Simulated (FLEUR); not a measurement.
# GaGe (F-43m) in FLEUR: notebook

Runs on GaGe. Level: r2SCAN. Tasks: band structure, equation of state.

Everything below comes from runs of FLEUR MaX-R8.1 (later development tree). Logs are shortened: lines on timing, memory, paths and dates and some standing lists are left out, and cuts for length are marked.

### Step 1. The crystal as given

It takes space group F-43m (No. 216, cubic). Conventional cell: a = 5.796 Å, b = 5.796 Å, c = 5.796 Å, α = 90.00°, β = 90.00°, γ = 90.00°. Ge (site symmetry -43m) is surrounded by 4 Ga at 2.51 Å. Around Ga (site symmetry -43m) lie 4 Ge at 2.51 Å.

The cell comes from a database or a generator and needn't be the stable form of this composition.

### Step 2. Band structure, r2SCAN

Input file inp.xml:

```xml
<?xml version="1.0" encoding="UTF-8" standalone="no"?>
<fleurInput fleurInputVersion="0.39">
   <comment>
      GaGe                                                                                                
   </comment>
   <calculationSetup>
      <cutoffs Kmax="4.45" Gmax="13.8" GmaxXC="13.8" numbands="0"/>
      <scfLoop itmax="80" minDistance="0.0001" maxIterBroyd="30" imix="Anderson" alpha="0.05" precondParam="0.0" spinf="2.0" sdNocoIR="T"/>
      <coreElectrons ctail="F" frcor="F" kcrel="0" coretail_lmax="0"/>
      <xcFunctional name="LibXC" relativisticCorrections="F">
         <LibXCName exchange="mgga_x_r2scan" correlation="mgga_c_r2scan"/>
         <AuxGGA exchange="117" correlation="130"/>
      </xcFunctional>
      <magnetism jspins="1"/>
      <soc l_soc="F" theta="0.0" phi="0.0" spav="F"/>
      <expertModes spex="0" secvar="F"/>
      <geometryOptimization l_f="F" forcealpha="1.0" forcemix="BFGS" epsdisp="0.00001" epsforce="0.00001"/>
      <ldaU l_linMix="F" mixParam="0.05" spinf="1.0"/>
   </calculationSetup>
   <cell>
      <bzIntegration valenceElectrons="43.0" mode="hist" fermiSmearingEnergy="0.00183747">
         <kPointListSelection listName="default-1"/>
         <!-- k-points included here -->
         <xi:include xmlns:xi="http://www.w3.org/2001/XInclude" href="kpts.xml"> </xi:include>
      </bzIntegration>
[... 36 lines left out ...]
         </electronConfig>
         <energyParameters s="4" p="4" d="3" f="4"/>
         <lo type="SCLO" l="0" n="3" eDeriv="0"/>
         <lo type="SCLO" l="1" n="3" eDeriv="0"/>
         <lo type="SCLO" l="1" n="3" eDeriv="1"/>
         <lo type="HELO" l="2" n="4" eDeriv="0"/>
         <lo type="HELO" l="2" n="4" eDeriv="1"/>
         <lo type="SCLO" l="3" n="4" eDeriv="2"/>
      </species>
   </atomSpecies>
   <atomGroups>
      <atomGroup species="Germanium (Ge)">
         <relPos label="                   1">.0000000000 .0000000000 .0000000000</relPos>
         <force calculate="T" relaxXYZ="TTT"/>
      </atomGroup>
      <atomGroup species="Gallium (Ga)">
         <relPos label="                   2">1.000/4.000 1.000/4.000 1.000/4.000</relPos>
         <force calculate="T" relaxXYZ="TTT"/>
      </atomGroup>
   </atomGroups>
   <output dos="F" band="F" slice="F">
      <checks vchk="F" cdinf="F"/>
      <bandDOS minEnergy="-.5*Htr" maxEnergy="0.5*Htr" sigma="0.015" storeEVData="T"/>
      <vacuumDOS vacdos="F" integ="F" star="F" nstars="0" locx1="0.0" locy1="0.0" locx2="0.0" locy2="0.0" nstm="0" tworkf="0.0"/>
      <unfoldingBand unfoldBand="F" supercellX="1" supercellY="1" supercellZ="1"/>
      <plotting iplot="0" polar="F">
         <plot TwoD="T" vec1="  1.0  0.0  0.0" vec2="  0.0  1.0  0.0" vec3="  0.0  0.0  1.0" zero="  0.0  0.0  0.0" file="plot"/>
      </plotting>
      <chargeDensitySlicing numkpt="0" minEigenval="0.0" maxEigenval="0.0" nnne="0" pallst="F"/>
      <specialOutput eonly="F"/>
      <moessbauerParams electricFieldGradient="T" isomerShift="T" coreHyperfine="T" valenceHyperfine="T"/>
      <magneticCircularDichroism mcd="F" energyLo="-10.0" energyUp="0.0"/>
   </output>
  <!-- We include the file relax.xml here to enable relaxations (see documentation) -->
  <xi:include xmlns:xi="http://www.w3.org/2001/XInclude" href="relax.xml"> <xi:fallback/> </xi:include>
</fleurInput>
```

Input file crystal.txt:

```
GaGe
&input cartesian=F /
0.0000000000  2.8978440000  2.8978440000
2.8978440000  0.0000000000  2.8978440000
2.8978440000  2.8978440000  0.0000000000
1.8897261246
1.0 1.0 1.0

2
32 0.0000000000  0.0000000000  0.0000000000
31 0.2500000000  0.2500000000  0.2500000000

&kpt div1=8 div2=8 div3=8 gamma=T /
```

Input file inp.xml (bands):

```
<?xml version="1.0" encoding="UTF-8" standalone="no"?>
<fleurInput fleurInputVersion="0.39">
   <comment>
      GaGe                                                                                                
   </comment>
   <calculationSetup>
      <cutoffs Kmax="4.45" Gmax="13.8" GmaxXC="13.8" numbands="0"/>
      <scfLoop itmax="80" minDistance="0.0001" maxIterBroyd="30" imix="Anderson" alpha="0.05" precondParam="0.0" spinf="2.0" sdNocoIR="T"/>
      <coreElectrons ctail="F" frcor="F" kcrel="0" coretail_lmax="0"/>
      <xcFunctional name="LibXC" relativisticCorrections="F">
         <LibXCName exchange="mgga_x_r2scan" correlation="mgga_c_r2scan"/>
         <AuxGGA exchange="117" correlation="130"/>
      </xcFunctional>
      <magnetism jspins="1"/>
      <soc l_soc="F" theta="0.0" phi="0.0" spav="F"/>
      <expertModes spex="0" secvar="F"/>
      <geometryOptimization l_f="F" forcealpha="1.0" forcemix="BFGS" epsdisp="0.00001" epsforce="0.00001"/>
      <ldaU l_linMix="F" mixParam="0.05" spinf="1.0"/>
   </calculationSetup>
   <cell>
      <bzIntegration valenceElectrons="43.0" mode="hist" fermiSmearingEnergy="0.00183747">
         <kPointListSelection listName="path-1"/>
         <!-- k-points included here -->
         <xi:include xmlns:xi="http://www.w3.org/2001/XInclude" href="kpts.xml"> </xi:include>
      </bzIntegration>
      <!-- symmetry operations included here -->
[... 35 lines left out ...]
         </electronConfig>
         <energyParameters s="4" p="4" d="3" f="4"/>
         <lo type="SCLO" l="0" n="3" eDeriv="0"/>
         <lo type="SCLO" l="1" n="3" eDeriv="0"/>
         <lo type="SCLO" l="1" n="3" eDeriv="1"/>
         <lo type="HELO" l="2" n="4" eDeriv="0"/>
         <lo type="HELO" l="2" n="4" eDeriv="1"/>
         <lo type="SCLO" l="3" n="4" eDeriv="2"/>
      </species>
   </atomSpecies>
   <atomGroups>
      <atomGroup species="Germanium (Ge)">
         <relPos label="                   1">.0000000000 .0000000000 .0000000000</relPos>
         <force calculate="T" relaxXYZ="TTT"/>
      </atomGroup>
      <atomGroup species="Gallium (Ga)">
         <relPos label="                   2">1.000/4.000 1.000/4.000 1.000/4.000</relPos>
         <force calculate="T" relaxXYZ="TTT"/>
      </atomGroup>
   </atomGroups>
   <output dos="F" band="T" slice="F">
      <checks vchk="F" cdinf="F"/>
      <bandDOS minEnergy="-.5*Htr" maxEnergy="0.5*Htr" sigma="0.015" storeEVData="T"/>
      <vacuumDOS vacdos="F" integ="F" star="F" nstars="0" locx1="0.0" locy1="0.0" locx2="0.0" locy2="0.0" nstm="0" tworkf="0.0"/>
      <unfoldingBand unfoldBand="F" supercellX="1" supercellY="1" supercellZ="1"/>
      <plotting iplot="0" polar="F">
         <plot TwoD="T" vec1="  1.0  0.0  0.0" vec2="  0.0  1.0  0.0" vec3="  0.0  0.0  1.0" zero="  0.0  0.0  0.0" file="plot"/>
      </plotting>
      <chargeDensitySlicing numkpt="0" minEigenval="0.0" maxEigenval="0.0" nnne="0" pallst="F"/>
      <specialOutput eonly="F"/>
      <moessbauerParams electricFieldGradient="T" isomerShift="T" coreHyperfine="T" valenceHyperfine="T"/>
      <magneticCircularDichroism mcd="F" energyLo="-10.0" energyUp="0.0"/>
   </output>
  <!-- We include the file relax.xml here to enable relaxations (see documentation) -->
  <xi:include xmlns:xi="http://www.w3.org/2001/XInclude" href="relax.xml"> <xi:fallback/> </xi:include>
</fleurInput>
```

Potentials or basis: all-electron, FLAPW.

On the command line:

```sh
> inpgen -f crystal.txt -profile fastHighL
> # inp.xml edited to the form shown
> fleur_MPI
> fleur_MPI   # second run, on inp.xml (bands)
```

Output:

```text
Welcome to FLEUR        (www.flapw.de)
      MaX-Release 8.1          (www.max-centre.eu)
 func_ids         498         497         498         497
 MetaGGA potential functional detected - V_tau will be computed
 Auxiliary Potential for radial basis: exchange=         117  correlation=         130
The functional 'Re-regularized SCAN exchange by Furness et al' is an exchange functional, it belongs to the 'MGGA' family and is defined in the reference(s):
[1] J. W. Furness, A. D. Kaplan, J. Ning, J. P. Perdew, and J. Sun.,  J. Phys. Chem. Lett. 11, 8208-8215 (2020)
[2] J. W. Furness, A. D. Kaplan, J. Ning, J. P. Perdew, and J. Sun.,  J. Phys. Chem. Lett. 11, 9248-9248 (2020)
The functional 'Re-regularized SCAN correlation by Furness et al' is a correlation functional, it belongs to the 'MGGA' family and is defined in the reference(s):
[1] J. W. Furness, A. D. Kaplan, J. Ning, J. P. Perdew, and J. Sun.,  J. Phys. Chem. Lett. 11, 8208-8215 (2020)
[2] J. W. Furness, A. D. Kaplan, J. Ning, J. P. Perdew, and J. Sun.,  J. Phys. Chem. Lett. 11, 9248-9248 (2020)
 Using same functional for VXC and EXC

 ========== k-point set info ==========
 Selected k-point list: default-1
 k-point list type: mesh
 8 x 8 x 8
 Number of k points: 29

 ------------Calculation Setup---------------------------
 Number of MPI-tasks      :            1
 Number of PE/node        :            1
 Number of OMP-threads    :            1
 Most efficient MPI parallelization for:
           1          29
 Additional eigenvalue parallelization possible
 Number of basis functions:          615
 Approximate size of matrices (H+S) per k-point:         0.011 GB
 --------------------------------------------------------
The functional 'Hammer, Hansen, and Norskov' is an exchange functional, it belongs to the 'GGA' family and is defined in the reference(s):
[... 6 lines left out ...]
 Reset of history
 Reset of history
 Iteration:     1   Distance:      18.27933264 me/bohr^3
The functional 'Hammer, Hansen, and Norskov' is an exchange functional, it belongs to the 'GGA' family and is defined in the reference(s):
[1] B. Hammer, L. B. Hansen, and J. K. Nørskov.,  Phys. Rev. B 59, 7413 (1999)
The functional 'Perdew, Burke & Ernzerhof' is a correlation functional, it belongs to the 'GGA' family and is defined in the reference(s):
[1] J. P. Perdew, K. Burke, and M. Ernzerhof.,  Phys. Rev. Lett. 77, 3865 (1996)
[2] J. P. Perdew, K. Burke, and M. Ernzerhof.,  Phys. Rev. Lett. 78, 1396 (1997)
 Using same functional for VXC and EXC
 Iteration:     2   Distance:      17.50000931 me/bohr^3
The functional 'Hammer, Hansen, and Norskov' is an exchange functional, it belongs to the 'GGA' family and is defined in the reference(s):
[1] B. Hammer, L. B. Hansen, and J. K. Nørskov.,  Phys. Rev. B 59, 7413 (1999)
The functional 'Perdew, Burke & Ernzerhof' is a correlation functional, it belongs to the 'GGA' family and is defined in the reference(s):
[1] J. P. Perdew, K. Burke, and M. Ernzerhof.,  Phys. Rev. Lett. 77, 3865 (1996)
[2] J. P. Perdew, K. Burke, and M. Ernzerhof.,  Phys. Rev. Lett. 78, 1396 (1997)
 Using same functional for VXC and EXC
 Iteration:     3   Distance:      16.58452498 me/bohr^3
The functional 'Hammer, Hansen, and Norskov' is an exchange functional, it belongs to the 'GGA' family and is defined in the reference(s):
[1] B. Hammer, L. B. Hansen, and J. K. Nørskov.,  Phys. Rev. B 59, 7413 (1999)
The functional 'Perdew, Burke & Ernzerhof' is a correlation functional, it belongs to the 'GGA' family and is defined in the reference(s):
[1] J. P. Perdew, K. Burke, and M. Ernzerhof.,  Phys. Rev. Lett. 77, 3865 (1996)
[2] J. P. Perdew, K. Burke, and M. Ernzerhof.,  Phys. Rev. Lett. 78, 1396 (1997)
 Using same functional for VXC and EXC
 Iteration:     4   Distance:       2.55356806 me/bohr^3
The functional 'Hammer, Hansen, and Norskov' is an exchange functional, it belongs to the 'GGA' family and is defined in the reference(s):
[1] B. Hammer, L. B. Hansen, and J. K. Nørskov.,  Phys. Rev. B 59, 7413 (1999)
The functional 'Perdew, Burke & Ernzerhof' is a correlation functional, it belongs to the 'GGA' family and is defined in the reference(s):
[1] J. P. Perdew, K. Burke, and M. Ernzerhof.,  Phys. Rev. Lett. 77, 3865 (1996)
[2] J. P. Perdew, K. Burke, and M. Ernzerhof.,  Phys. Rev. Lett. 78, 1396 (1997)
 Using same functional for VXC and EXC
 Iteration:     5   Distance:       1.07277096 me/bohr^3
The functional 'Hammer, Hansen, and Norskov' is an exchange functional, it belongs to the 'GGA' family and is defined in the reference(s):
[1] B. Hammer, L. B. Hansen, and J. K. Nørskov.,  Phys. Rev. B 59, 7413 (1999)
The functional 'Perdew, Burke & Ernzerhof' is a correlation functional, it belongs to the 'GGA' family and is defined in the reference(s):
[1] J. P. Perdew, K. Burke, and M. Ernzerhof.,  Phys. Rev. Lett. 77, 3865 (1996)
[2] J. P. Perdew, K. Burke, and M. Ernzerhof.,  Phys. Rev. Lett. 78, 1396 (1997)
 Using same functional for VXC and EXC
 Iteration:     6   Distance:       0.38716792 me/bohr^3
The functional 'Hammer, Hansen, and Norskov' is an exchange functional, it belongs to the 'GGA' family and is defined in the reference(s):
[1] B. Hammer, L. B. Hansen, and J. K. Nørskov.,  Phys. Rev. B 59, 7413 (1999)
The functional 'Perdew, Burke & Ernzerhof' is a correlation functional, it belongs to the 'GGA' family and is defined in the reference(s):
[1] J. P. Perdew, K. Burke, and M. Ernzerhof.,  Phys. Rev. Lett. 77, 3865 (1996)
[2] J. P. Perdew, K. Burke, and M. Ernzerhof.,  Phys. Rev. Lett. 78, 1396 (1997)
 Using same functional for VXC and EXC
[... 19 lines left out ...]
[2] J. P. Perdew, K. Burke, and M. Ernzerhof.,  Phys. Rev. Lett. 78, 1396 (1997)
 Using same functional for VXC and EXC
 Iteration:    10   Distance:       0.01328091 me/bohr^3
The functional 'Hammer, Hansen, and Norskov' is an exchange functional, it belongs to the 'GGA' family and is defined in the reference(s):
[1] B. Hammer, L. B. Hansen, and J. K. Nørskov.,  Phys. Rev. B 59, 7413 (1999)
The functional 'Perdew, Burke & Ernzerhof' is a correlation functional, it belongs to the 'GGA' family and is defined in the reference(s):
[1] J. P. Perdew, K. Burke, and M. Ernzerhof.,  Phys. Rev. Lett. 77, 3865 (1996)
[2] J. P. Perdew, K. Burke, and M. Ernzerhof.,  Phys. Rev. Lett. 78, 1396 (1997)
 Using same functional for VXC and EXC
 Iteration:    11   Distance:       0.00542276 me/bohr^3
The functional 'Hammer, Hansen, and Norskov' is an exchange functional, it belongs to the 'GGA' family and is defined in the reference(s):
[1] B. Hammer, L. B. Hansen, and J. K. Nørskov.,  Phys. Rev. B 59, 7413 (1999)
The functional 'Perdew, Burke & Ernzerhof' is a correlation functional, it belongs to the 'GGA' family and is defined in the reference(s):
[1] J. P. Perdew, K. Burke, and M. Ernzerhof.,  Phys. Rev. Lett. 77, 3865 (1996)
[2] J. P. Perdew, K. Burke, and M. Ernzerhof.,  Phys. Rev. Lett. 78, 1396 (1997)
 Using same functional for VXC and EXC
 Iteration:    12   Distance:       0.00094249 me/bohr^3
The functional 'Hammer, Hansen, and Norskov' is an exchange functional, it belongs to the 'GGA' family and is defined in the reference(s):
[1] B. Hammer, L. B. Hansen, and J. K. Nørskov.,  Phys. Rev. B 59, 7413 (1999)
The functional 'Perdew, Burke & Ernzerhof' is a correlation functional, it belongs to the 'GGA' family and is defined in the reference(s):
[1] J. P. Perdew, K. Burke, and M. Ernzerhof.,  Phys. Rev. Lett. 77, 3865 (1996)
[2] J. P. Perdew, K. Burke, and M. Ernzerhof.,  Phys. Rev. Lett. 78, 1396 (1997)
 Using same functional for VXC and EXC
 Iteration:    13   Distance:       0.00054032 me/bohr^3
The functional 'Hammer, Hansen, and Norskov' is an exchange functional, it belongs to the 'GGA' family and is defined in the reference(s):
[1] B. Hammer, L. B. Hansen, and J. K. Nørskov.,  Phys. Rev. B 59, 7413 (1999)
The functional 'Perdew, Burke & Ernzerhof' is a correlation functional, it belongs to the 'GGA' family and is defined in the reference(s):
[1] J. P. Perdew, K. Burke, and M. Ernzerhof.,  Phys. Rev. Lett. 77, 3865 (1996)
[2] J. P. Perdew, K. Burke, and M. Ernzerhof.,  Phys. Rev. Lett. 78, 1396 (1997)
 Using same functional for VXC and EXC
 Iteration:    14   Distance:       0.00007941 me/bohr^3

 ********************************************************************
 Run finished successfully
 Stop message:
   all done
 ********************************************************************
```

Wall time 1.7 min (1 thread of Arm Neoverse V2, shared host); peak memory 0.08 GiB.

Results:

| Quantity | Value |
| --- | --- |
| Free energy | -110030.6743 eV |
| Band gap along the path | none (metal or under the smearing width) |
| Valence electrons inside the program's atomic spheres | Ge 20.03; Ga 19.25 (radii Ge 2.2, Ga 2.2 bohr) |

Levels at the corners of the path, in eV from the Fermi level:
| point | band 19 | band 20 | band 21 | band 22 | band 23 | band 24 | band 25 | band 26 |
| --- | --- | --- | --- | --- | --- | --- | --- | --- |
| Γ | -10.97 | 1.76 | 1.76 | 1.76 | 2.60 | 4.63 | 4.63 | 4.63 |
| X | -7.78 | -5.99 | -1.32 | -1.32 | 2.64 | 2.74 | 11.72 | 11.72 |
| W | -7.70 | -5.83 | -2.22 | -2.10 | 6.20 | 6.22 | 6.64 | 6.91 |
| K | -7.87 | -5.76 | -2.60 | -0.86 | 3.12 | 6.01 | 9.35 | 9.42 |
| Γ | -10.97 | 1.76 | 1.76 | 1.76 | 2.60 | 4.63 | 4.63 | 4.63 |
| L | -8.90 | -5.54 | 0.39 | 0.39 | 2.45 | 5.69 | 5.69 | 8.79 |
| U | -7.87 | -5.76 | -2.60 | -0.86 | 3.12 | 6.01 | 9.35 | 9.42 |
| W | -7.70 | -5.83 | -2.22 | -2.10 | 6.20 | 6.22 | 6.64 | 6.91 |
| L | -8.90 | -5.54 | 0.39 | 0.39 | 2.45 | 5.69 | 5.69 | 8.79 |
| K | -7.87 | -5.76 | -2.60 | -0.86 | 3.12 | 6.01 | 9.35 | 9.42 |
| U | -7.87 | -5.76 | -2.60 | -0.86 | 3.12 | 6.01 | 9.35 | 9.42 |
| X | -7.78 | -5.99 | -1.32 | -1.32 | 2.64 | 2.74 | 11.72 | 11.72 |

Core levels (eV from the Fermi level):
```csv
atom,levels
1 Ge,"1s1/2 -10953.0, 2s1/2 -1365.3, 2p1/2 -1213.4, 2p3/2 -1181.6"
2 Ga,"1s1/2 -10222.6, 2s1/2 -1256.4, 2p1/2 -1111.3, 2p3/2 -1083.6"
```

Caveat: the meta-GGA is that of a development version, with a GGA for the radial functions and cores and without core tails.

(Part 1 of 2 ends here.)
